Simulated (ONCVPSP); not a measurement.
**Pseudopotential generation for Ru: ONCV, PBE**

Aim: build the potential from the settings below, then test how well it stands in for the atom: other configurations, scattering, ghost states and the plane-wave cutoff that it needs.

The numbers are computed with ONCVPSP 4.0.1 (PBE, scalar-relativistic, spin-unpolarised reference atom).

## 1. The atom and the settings

The settings as typed:

| Quantity | Value |
| --- | --- |
| element | ruthenium (Ru, Z = 44) |
| type | optimised norm-conserving Vanderbilt (ONCV) |
| frozen core | [Ar] 3d10 |
| valence charge | 16 |
| reference configuration | 4s2 4p6 4d7 5s1 |
| partial waves | 4s+5s: rc 1.95 bohr, ncon 4, nbas 8, qcut 7.2 1/bohr, 2 projectors; 4p: rc 1.85 bohr, ncon 4, nbas 8, qcut 7.8 1/bohr, 1 projector; 4d: rc 1.60 bohr, ncon 4, nbas 8, qcut 6 1/bohr, 3 projectors, debl 2.4 Ha |
| local potential | polynomial inside 1.55 bohr (lpopt 1, dvloc0 4 Ha) |
| core correction | Teter function, fcfact 4, rcfact 1.4 |

The outer shells as boxes (Hund's rule for the drawing; the calculation is spin-unpolarised):

```
[Ar] core
3d [↑↓][↑↓][↑↓][↑↓][↑↓]
4s [↑↓]
4p [↑↓][↑↓][↑↓]
4d [↑↓][↑↓][↑ ][↑ ][↑ ]
5s [↑ ]
```

## 2. Generation

Ru.dat reads:

```
# ATOM AND REFERENCE CONFIGURATION
# atsym  z   nc   nv     iexc    psfile
  Ru 44.00    6    4        4      upf
#
#   n    l    f
    1    0    2.00
    2    0    2.00
    2    1    6.00
    3    0    2.00
    3    1    6.00
    3    2   10.00
    4    0    2.00
    4    1    6.00
    4    2    7.00
    5    0    1.00
#
# PSEUDOPOTENTIAL AND OPTIMIZATION
# lmax
    2
#
#   l,   rc,      ep,       ncon, nbas, qcut
    0    1.95    0.00    4    8    7.20
    1    1.85    0.00    4    8    7.80
    2    1.60    0.00    4    8    6.00
#
# LOCAL POTENTIAL
# lloc, lpopt,  rc(5),   dvloc0
    4    1    1.55    4.00
#
# VANDERBILT-KLEINMAN-BYLANDER PROJECTORs
# l, nproj, debl
    0    2    3.30
    1    1    2.90
    2    3    2.40
#
# MODEL CORE CHARGE
# icmod, fcfact, rcfact
    3    4.00    1.40
#
# LOG DERIVATIVE ANALYSIS
# epsh1, epsh2, depsh
   -4.00    5.00    0.02
#
# OUTPUT GRID
# rlmax, drl
    6.00    0.01
#
# TEST CONFIGURATIONS
# ncnf
    4
# nvcnf
#   n    l    f
    4
    4    0    2.00
    4    1    6.00
    4    2    7.00
    5    0    0.00
#
    4
    4    0    2.00
    4    1    6.00
    4    2    6.00
    5    0    0.00
#
    4
    4    0    2.00
    4    1    6.00
    4    2    5.00
    5    0    0.00
#
    4
    4    0    2.00
    4    1    6.00
    4    2    6.00
    5    0    1.00
#
```

Launch:

```bash
oncvpsp.x < Ru.dat > Ru.out
```

Before running it: what results should come out? Wanted: cutoffs for 1 and 0.1 mHa per electron, occupied waves; bound ghosts; GHOST(+) flags; largest test error; largest phase difference near zero energy, channels read; rms error of d²Exc/dn², without and with the model core.

The runs gave:

| quantity | value |
| --- | --- |
| cutoffs for 1 and 0.1 mHa per electron, occupied waves | 32 Ha and 86 Ha |
| bound ghosts | none found |
| GHOST(+) flags | none at low energy |
| largest test error (AE − PS) | +6.0 meV, for 4s2 4p6 4d5 5s0 |
| largest phase difference near zero energy, channels read | 0.003 rad |
| rms error of d²Exc/dn², without and with the model core | 3.48 and 1.69 mHa |

What this shows: The worst unpolarised test, 4s2 4p6 4d5 5s0, is off by 6.0 meV on 56.1 eV; by total energies transferability rates as good. It counts as of middling hardness, with 32 Ha needed at the looser tolerance. The tighter tolerance needs 86 Ha, and converged work needs a cutoff nearer that. At the looser tolerance the 4d wave is the slowest; 4p needs 16 Ha. No bound ghost shows below the valence levels. Near zero energy the phases of the channels with partial waves agree within 0.003 rad.
